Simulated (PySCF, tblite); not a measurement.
**C₆H₁₀F radical: geometry, infrared bands and EPR parameters**

Aim: predict the infrared bands and EPR parameters of C₆H₁₀F radical (`CC[C@H](C)/C=[C]\F`).

Programs: tblite 0.8.0 and PySCF 2.14.0, with density-fitted response routines of our own. Each step states its level of theory. These are calculated values for one molecule in the gas phase, unless marked as measured. Atoms count from 0, in the outputs and in this text.

### 1 Starting geometry

17 atoms, charge 0, multiplicity 2; geometry from: force field or distance geometry start.

Bonds of the start (Å): C0–C1 1.51, C1–C2 1.55, C2–C3 1.52, C2–C4 1.50, C4–C5 1.30, C5–F6 1.35, C0–H7 1.09, C0–H8 1.10, C0–H9 1.09, C1–H10 1.11, C1–H11 1.10, C2–H12 1.09, C3–H13 1.10, C3–H14 1.09, C3–H15 1.12, C4–H16 1.08.

### 2 Optimising the geometry with GFN2-xTB

The job: settings as JSON, then the geometry in Å.

```
{"job": {"kind": "relax", "xc": "GFN2-xTB", "basis": "xTB"}, "charge": 0, "multiplicity": 2}
C     -1.625200     1.268400    -0.259500
C     -1.170600    -0.132600     0.076300
C      0.318000    -0.397600    -0.272200
C      0.658100    -1.858500    -0.052400
C      1.242500     0.475000     0.532700
C      2.104500     1.299700     0.008200
F      3.003000     2.153300    -0.524000
H     -1.471200     1.492100    -1.316000
H     -2.698200     1.369900    -0.045800
H     -1.109600     2.025700     0.334700
H     -1.336400    -0.319900     1.153700
H     -1.802700    -0.853400    -0.454800
H      0.437700    -0.183300    -1.335500
H      1.703700    -2.071800    -0.321700
H      0.017700    -2.507500    -0.650400
H      0.522600    -2.149900     1.018300
H      1.199000     0.402500     1.611000
```

Run with:

```bash
OMP_NUM_THREADS=1 python probes_run.py task.json out
```

The driver reads the jobs from task.json and runs them one after another.

**Question.** This job is followed by: GFN2-xTB harmonic vibrations, gas phase; UKS B3LYP, pcH-1 on C F H, non-relativistic, mean-field spin-orbit, GIAO. What will the session give for the following? strongest single infrared mode (GFN2-xTB); zero-point energy (GFN2-xTB); g(iso) (B3LYP); ⟨S²⟩; largest a(iso) (averaged by class); surface potential, 1st and 99th percentile.

As calculated:

```
                                 quantity                  value
strongest single infrared mode (GFN2-xTB)  1767 cm⁻¹, 152 km/mol
             zero-point energy (GFN2-xTB)          89.6 kcal/mol
                           g(iso) (B3LYP)                2.00277
                                     ⟨S²⟩     0.759 (exact 0.75)
       largest a(iso) (averaged by class)   13C on C5, 547.4 MHz
    surface potential, 1st and 99th percentile     -0.60 V and 0.91 V
```

In words: Relaxing lowered the energy by 0.574 eV in 71 steps; the close pair that moved most is C3–H15, from 1.118 to 1.088 Å. All 45 modes are real, so the xTB geometry is a minimum. The strongest single mode, at 1767 cm⁻¹, moves mainly C5 and C4. Unscaled tight-binding wavenumbers are off by several per cent, some by more. Its intensities can rank the bands wrongly. Most of the unpaired spin sits on C5 (0.95 e). The isotropic g lies 0.5 ppt above the free-electron value.
